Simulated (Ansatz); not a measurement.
# Bi: energy and pressure over a range of volumes

One table from this session's results is given with a row withheld; the runs are named, their logs left out.

Program: Ansatz 0.2.0. Level of theory: DFT PBEsol, scalar-relativistic. These are calculated values, not measurements.

## The starting structure

The structure is trigonal, space group R-3m (No. 166). Conventional cell: a = 4.546 Å, b = 4.546 Å, c = 11.862 Å, α = 90.00°, β = 90.00°, γ = 120.00°. Bi (site symmetry 3m) has 6 Bi at 3.07 to 3.53 Å as nearest neighbours.

Coordinates:

```cif
data_structure
_symmetry_space_group_name_H-M 'R-3m:H'
_symmetry_Int_Tables_number 166
_cell_length_a 4.5460
_cell_length_b 4.5460
_cell_length_c 11.8620
_cell_angle_alpha 90.000
_cell_angle_beta 90.000
_cell_angle_gamma 120.000
_cell_volume 212.30
loop_
_atom_site_label
_atom_site_type_symbol
_atom_site_symmetry_multiplicity
_atom_site_Wyckoff_symbol
_atom_site_fract_x
_atom_site_fract_y
_atom_site_fract_z
_atom_site_occupancy
Bi1 Bi 6 c 0.00000 0.00000 0.23389 1
```

The file gives the conventional cell by its symmetry; the runs use the cell typed in the input.

Atoms are numbered in the order of the input: Bi1, Bi2.

The first run:

input.yaml reads:

```yaml
crystal:
  lattice:
    - [2.2265989101, 1.2855274801, 3.8732834739]
    - [-2.2265989101, 1.2855274801, 3.8732834739]
    - [0.0, -2.5710549601, 3.8732834739]
  atoms:
    - { symbol: Bi, position: [0.23389, 0.23389, 0.23389] }
    - { symbol: Bi, position: [0.76611, 0.76611, 0.76611] }
kpoints:
  mp_grid: { grid: [10, 10, 10] }
  band_path:
    path:
      - [0.0, 0.0, 0.0]
      - [0.5, 0.5, 0.5]
      - [0.7598966753, 0.2401033247, 0.5]
      - [0.5, -0.2401033247, 0.2401033247]
      - [0.5, 0.0, 0.0]
      - [0.0, 0.0, 0.0]
      - [0.3700516624, -0.3700516624, 0.0]
      - [0.6299483376, 0.0, 0.3700516624]
      - [0.5, 0.0, 0.5]
    npoints: 5
scf:
  occupations: { method: fermi_dirac, width: 0.03 }
hamiltonian:
  xc: pbesol
  pseudopotentials: { kind: all_electron, lapw: { basis_error: 0.0005 } }
output:
  forces: true
  stress: true
  eigenvalues: true
```

Launch:

```sh
$ ansatz run input.yaml --threads 1 --pin off --max-ram 3072MiB --backend cpu --events-out ev --progress --plain --runs-dir out
```

Among the steps run: Volume × 0.94, LAPW; Volume × 0.94, PAW; Volume × 0.94, crystal datasets; Volume × 0.98, LAPW; Volume × 0.98, PAW; Volume × 0.98, crystal datasets; Volume × 1.01, LAPW; Volume × 1.01, PAW; Volume × 1.01, crystal datasets; Volume × 1.04, LAPW; Volume × 1.04, PAW; Volume × 1.04, crystal datasets.

One of the session's tables, all rows but one given; the rest of the session is left out.

It belongs to the step «The equation of state». 

```
          method  volume (Å³/atom)  largest force (eV/Å)
            LAPW            33.260                 0.416
            LAPW            34.675                 0.207
            LAPW            35.737                 0.069
            LAPW            36.798                 0.056
             PAW            33.260                 0.415
             PAW            34.675                     ?
             PAW            35.737                 0.068
             PAW            36.798                 0.058
crystal datasets            33.260                 0.416
crystal datasets            34.675                 0.207
crystal datasets            35.737                 0.069
crystal datasets            36.798                 0.056
```

Q: Estimate the row for PAW, 34.675 from the others.

As computed: largest force (eV/Å): 0.206. In the column «largest force (eV/Å)» it lies between crystal datasets, 35.737 (0.069) and LAPW, 34.675 (0.207).

To keep in mind: Warnings in the runs' records: gradients without spin orbit, crystal datasets made.
